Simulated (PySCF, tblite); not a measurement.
# C₃H₅NO₂Si: a rotation path, then NMR shifts on frames, part 1 of 2

How do NMR shifts of C₃H₅NO₂Si (`N#CCC(=O)O[SiH3]`) change as the atoms move?

Computed with tblite 0.8.0 and PySCF 2.14.0, with density-fitted response routines of our own, on a single molecule in the gas phase. Atoms count from 0, in the outputs and in this text.

## (1) Starting geometry

12 atoms, charge 0, multiplicity 1; geometry from: GFN2-xTB.

Bonds of the start (Å): N0–C1 1.14, C1–C2 1.44, C2–C3 1.53, C3–O4 1.20, C3–O5 1.31, O5–Si6 1.67, C2–H7 1.09, C2–H8 1.09, Si6–H9 1.45, Si6–H10 1.46, Si6–H11 1.46.

## (2) A band between two rotamers with GFN2-xTB

What the job is given:

```
{"job": {"kind": "neb", "xc": "GFN2-xTB", "basis": "xTB", "atoms": [2, 3, 5, 6], "turn": 180}, "charge": 0, "multiplicity": 1}
N     -2.062984     1.505639     1.806776
C     -1.937091     0.752477     0.957605
C     -1.758248    -0.186630    -0.119483
C     -0.326276    -0.101429    -0.646112
O     -0.057213     0.082068    -1.799358
O      0.567636    -0.257437     0.304084
Si     2.218582    -0.164827     0.053595
H     -1.932687    -1.197582     0.259932
H     -2.457645     0.030754    -0.929913
H      2.621337    -0.270896     1.446380
H      2.526086     1.108644    -0.581785
H      2.599700    -1.301466    -0.777746
```

Method: GFN2-xTB climbing-image nudged elastic band, gas phase.

Command:

```
OMP_NUM_THREADS=1 python probes_run.py task.json out
```

One launch serves the whole session: the jobs run in the order shown.

What it wrote:

```text
image   E - E0 / eV
  0      -0.0000
  1       0.0173
  2       0.0603
  3       0.1071
  4       0.1471
  5       0.1798
  6       0.1650
  7       0.1421
  8       0.1384
```

Run time: 19 s. Hardware: 1 thread, shared host.

The final band, with the dihedral C2–C3–O5–Si6:

```csv
image,dihedral (°),energy (eV),energy (kcal/mol)
0,-178,0.000,0.0
1,-162,0.017,0.4
2,-145,0.060,1.4
3,-124,0.107,2.5
4,-106,0.147,3.4
5,-81,0.180,4.1
6,-47,0.165,3.8
7,-12,0.142,3.3
8,-5,0.138,3.2
```

## (3) Nuclear shieldings: image 0, PBE0/pcSseg-1

What the job is given:

```
{"job": {"kind": "nmr", "xc": "PBE0", "basis": "pcSseg-1", "pop": false}, "charge": 0, "multiplicity": 1}
N     -2.063000     1.505600     1.806800
C     -1.937100     0.752500     0.957600
C     -1.758200    -0.186600    -0.119500
C     -0.326300    -0.101400    -0.646100
O     -0.057200     0.082100    -1.799400
O      0.567600    -0.257400     0.304100
Si     2.218600    -0.164800     0.053600
H     -1.932700    -1.197600     0.259900
H     -2.457600     0.030800    -0.929900
H      2.621300    -0.270900     1.446400
H      2.526100     1.108600    -0.581800
H      2.599700    -1.301500    -0.777700
```

Method: GIAO PBE0/pcSseg-1 NMR shielding, non-relativistic, gas phase.

What it wrote:

```text
coarse grid: 11216 points
cycle   1  E = -611.2553500192  dE =  1.168e+00  |g| = 1.008e+00  |ddm| = 3.229e+00
cycle   2  E = -610.7195927642  dE =  5.358e-01  |g| = 1.952e+00  |ddm| = 2.023e+00
cycle   3  E = -611.4322071237  dE = -7.126e-01  |g| = 3.089e-01  |ddm| = 1.480e+00
cycle   4  E = -611.4488594683  dE = -1.665e-02  |g| = 9.894e-02  |ddm| = 2.406e-01
cycle   5  E = -611.4505792105  dE = -1.720e-03  |g| = 2.331e-02  |ddm| = 7.274e-02
cycle   6  E = -611.4506781440  dE = -9.893e-05  |g| = 9.843e-03  |ddm| = 2.108e-02
cycle   7  E = -611.4506950949  dE = -1.695e-05  |g| = 3.348e-03  |ddm| = 7.290e-03
cycle   8  E = -611.4506972725  dE = -2.178e-06  |g| = 5.220e-04  |ddm| = 2.393e-03
final grid: 105824 points
cycle   9  E = -611.5101699209  dE = -1.248e-05  |g| = 1.074e-02  |ddm| = 1.992e-02
cycle  10  E = -611.5101368390  dE =  3.308e-05  |g| = 1.739e-02  |ddm| = 1.666e-02
cycle  11  E = -611.5101893839  dE = -5.254e-05  |g| = 2.323e-03  |ddm| = 1.080e-02
cycle  12  E = -611.5101903456  dE = -9.618e-07  |g| = 4.331e-04  |ddm| = 1.587e-03
cycle  13  E = -611.5101903786  dE = -3.302e-08  |g| = 1.314e-04  |ddm| = 3.184e-04
cycle  14  E = -611.5101903809  dE = -2.225e-09  |g| = 9.203e-05  |ddm| = 1.285e-04
cycle  15  E = -611.5101903826  dE = -1.709e-09  |g| = 1.186e-05  |ddm| = 6.465e-05
cycle  16  E = -611.5101903826  dE = -3.240e-11  |g| = 2.525e-06  |ddm| = 9.892e-06
converged SCF energy = -611.5101903826

GIAO shielding tensors (ppm)
atom      isotropic    diamagn.    paramagn.     s11        s22        s33       span
  0 N      -39.383     339.435    -378.818   -207.771   -205.183    294.803    502.574
  1 C       68.593     260.384    -191.790    -45.594    -40.061    291.436    337.030
  2 C      159.705     248.753     -89.048    139.355    157.189    182.571     43.216
  3 C       16.654     249.624    -232.971    -83.373     59.348     73.985    157.358
  4 O     -137.577     401.932    -539.509   -403.987   -259.455    250.711    654.699
  5 O      147.640     402.869    -255.228      1.730    209.074    232.117    230.387
  6 Si     384.134     880.737    -496.603    355.047    358.245    439.110     84.063
  7 H       28.354      27.359       0.994     25.762     26.784     32.515      6.752
  8 H       28.620      26.720       1.899     24.273     27.773     33.812      9.539
  9 H       27.002      30.103      -3.100     23.404     26.019     31.584      8.180
 10 H       26.629      29.956      -3.327     23.482     25.224     31.182      7.699
 11 H       26.736      29.492      -2.755     23.440     25.094     31.675      8.235
```

It took 55 s on 1 thread, shared host.

The references, computed at this level on geometries of the same kind, shield at (ppm): ¹H TMS 31.72, ¹³C TMS 186.9, ²⁹Si TMS 349.2, ¹⁵N NH3 267.7, ¹⁷O H2O 336.1. Their shielding less the atom's gives the shift. The references are single molecules in the gas phase, so shifts against H2O, NH3, PH3, H3PO4 or CFCl3 are not on the usual liquid scales and can be off by tens of ppm. Each atom is listed at this fixed geometry, with no averaging over motion; a spectrum would average atoms that exchange fast.

```
atoms                             environment  σ (ppm)  δ (ppm)
   C3                         carbonyl carbon     16.7    170.3
   C1                          nitrile carbon     68.6    118.3
   C2                 sp3 CH2 α to a carbonyl    159.7     27.2
  H10       hydrogen on a silicon bonded to O    26.63     5.09
  H11       hydrogen on a silicon bonded to O    26.74     4.98
   H9       hydrogen on a silicon bonded to O    27.00     4.71
   H7  hydrogen on an sp3 CH2 α to a carbonyl    28.35     3.36
   H8  hydrogen on an sp3 CH2 α to a carbonyl    28.62     3.10
   N0                        nitrile nitrogen    -39.4    307.1
   O4                         carbonyl oxygen   -137.6    473.7
   O5                  oxygen bonded to C, Si    147.6    188.4
  Si6                silicon bonded to O, 3 H    384.1    -35.0
```

Orbitals, density, ELF and potential are computed afterwards from the orbital file.

Frontier orbitals at PBE0/pcSseg-1, with the share of their density that lies nearest to each atom:

```csv
orbital,energy (eV),lies on
HOMO,-8.73,O4 62 %; N0 9 %; O5 9 %
LUMO,-0.68,C3 39 %; O4 24 %; O5 8 %
```

ELF in a plane through or near 5 of the atoms.

Ten even steps from ' ' (0.00) to '@' (0.99):
```
                                                        
                                                        
                                    ::----::..          
                                ..--++####**==..        
          ::++##**::            ::++##%%%%##**::        
        ::%%@@@@@@**..          --++**######**--        
        --%%@@@@@@**..  ::..    ==##%%%%%%**==::        
        ::##@@@@%%==..::****--  --**==--####++::        
        ..::::..++..--%%%%%%**  ::##**::**++==..        
        ....  ++==::--%%==##**::==##%%@@**::..          
        ::++++..--  ==####%%++**%%::::====..            
      ..++%%@@@@++::::::==------@@--..%%%%**::          
      ..##@@@@@@%%..    --####++====##@@@@@@##          
        ++@@@@@@==    ::++****==    ++@@@@@@++          
        ..==++++      --++++++--      **##==..          
                      ..::----::                        
                                                        
                                                        
                                                        
                                                        
```
The map spans 10.7 Å across and 9.2 Å up, centred on the molecule. Atoms in the plane (x, y in Å): C1 (2.1, 0.9), C2 (1.7, -0.4), C3 (0.3, -0.7), O5 (-0.6, 0.2), Si6 (-2.2, 0.2).

On the surface of density 0.002 e/bohr³ the electrostatic potential runs, from the 1st to the 99th percentile, from -1.70 V near N0 to 1.87 V near H10.

## (4) Shielding tensors: image 2, PBE0/pcSseg-1

What the job is given:

```
{"job": {"kind": "nmr", "xc": "PBE0", "basis": "pcSseg-1", "pop": false}, "charge": 0, "multiplicity": 1}
N     -1.487000     1.783100     1.530900
C     -1.638500     0.907600     0.813200
C     -1.769400    -0.191300    -0.108500
C     -0.394700    -0.439600    -0.734900
O     -0.205200    -0.493800    -1.914500
O      0.537500    -0.568800     0.186300
Si     2.123300    -0.075800     0.145200
H     -2.087000    -1.083300     0.437300
H     -2.493800     0.046900    -0.889900
H      2.549600    -0.681000     1.395900
H      2.060000     1.382300     0.148500
H      2.806300    -0.587000    -1.035500
```

With the program's defaults for keys left out, this is: GIAO PBE0/pcSseg-1 NMR shielding, non-relativistic, gas phase.

What it wrote:

```text
coarse grid: 11216 points
cycle   1  E = -611.2477320581  dE =  1.175e+00  |g| = 1.015e+00  |ddm| = 3.224e+00
cycle   2  E = -610.7040851979  dE =  5.436e-01  |g| = 1.968e+00  |ddm| = 2.059e+00
cycle   3  E = -611.4266942087  dE = -7.226e-01  |g| = 3.092e-01  |ddm| = 1.514e+00
cycle   4  E = -611.4433172490  dE = -1.662e-02  |g| = 1.007e-01  |ddm| = 2.402e-01
cycle   5  E = -611.4450944558  dE = -1.777e-03  |g| = 2.463e-02  |ddm| = 7.496e-02
cycle   6  E = -611.4452027091  dE = -1.083e-04  |g| = 1.072e-02  |ddm| = 2.198e-02
cycle   7  E = -611.4452233418  dE = -2.063e-05  |g| = 3.331e-03  |ddm| = 7.781e-03
cycle   8  E = -611.4452254847  dE = -2.143e-06  |g| = 5.402e-04  |ddm| = 2.404e-03
final grid: 105824 points
cycle   9  E = -611.5050217737  dE = -9.826e-06  |g| = 1.114e-02  |ddm| = 1.964e-02
cycle  10  E = -611.5049835238  dE =  3.825e-05  |g| = 1.843e-02  |ddm| = 1.765e-02
cycle  11  E = -611.5050426771  dE = -5.915e-05  |g| = 2.466e-03  |ddm| = 1.155e-02
cycle  12  E = -611.5050437649  dE = -1.088e-06  |g| = 4.090e-04  |ddm| = 1.657e-03
cycle  13  E = -611.5050437938  dE = -2.891e-08  |g| = 1.444e-04  |ddm| = 3.047e-04
cycle  14  E = -611.5050437968  dE = -3.056e-09  |g| = 8.986e-05  |ddm| = 1.371e-04
cycle  15  E = -611.5050437985  dE = -1.625e-09  |g| = 1.127e-05  |ddm| = 6.396e-05
cycle  16  E = -611.5050437985  dE = -2.331e-11  |g| = 2.536e-06  |ddm| = 9.455e-06
converged SCF energy = -611.5050437985

GIAO shielding tensors (ppm)
atom      isotropic    diamagn.    paramagn.     s11        s22        s33       span
  0 N      -38.408     340.075    -378.483   -205.499   -204.121    294.398    499.897
  1 C       67.581     262.119    -194.538    -47.549    -40.446    290.738    338.287
  2 C      158.790     250.616     -91.826    136.923    157.681    181.767     44.843
  3 C       18.025     248.761    -230.736    -86.312     68.419     71.968    158.281
  4 O     -146.953     401.472    -548.425   -435.936   -269.054    264.133    700.069
  5 O      159.090     404.455    -245.365     30.006    197.313    249.951    219.944
  6 Si     381.523     881.079    -499.556    346.977    357.117    440.476     93.499
  7 H       28.324      27.428       0.896     25.735     26.614     32.622      6.888
  8 H       28.689      27.231       1.458     24.487     27.586     33.993      9.505
  9 H       26.880      30.134      -3.254     23.454     25.647     31.539      8.085
 10 H       26.641      30.786      -4.145     22.891     25.915     31.115      8.224
 11 H       26.376      29.603      -3.226     23.140     25.029     30.960      7.820
```

Run time: 40 s. Hardware: 1 thread, shared host.

This run: δ C3 168.9, C1 119.3, C2 28.1, N0 306.1, H11 5.34, H10 5.08 ppm.

(Continued in part 2 of 2.)
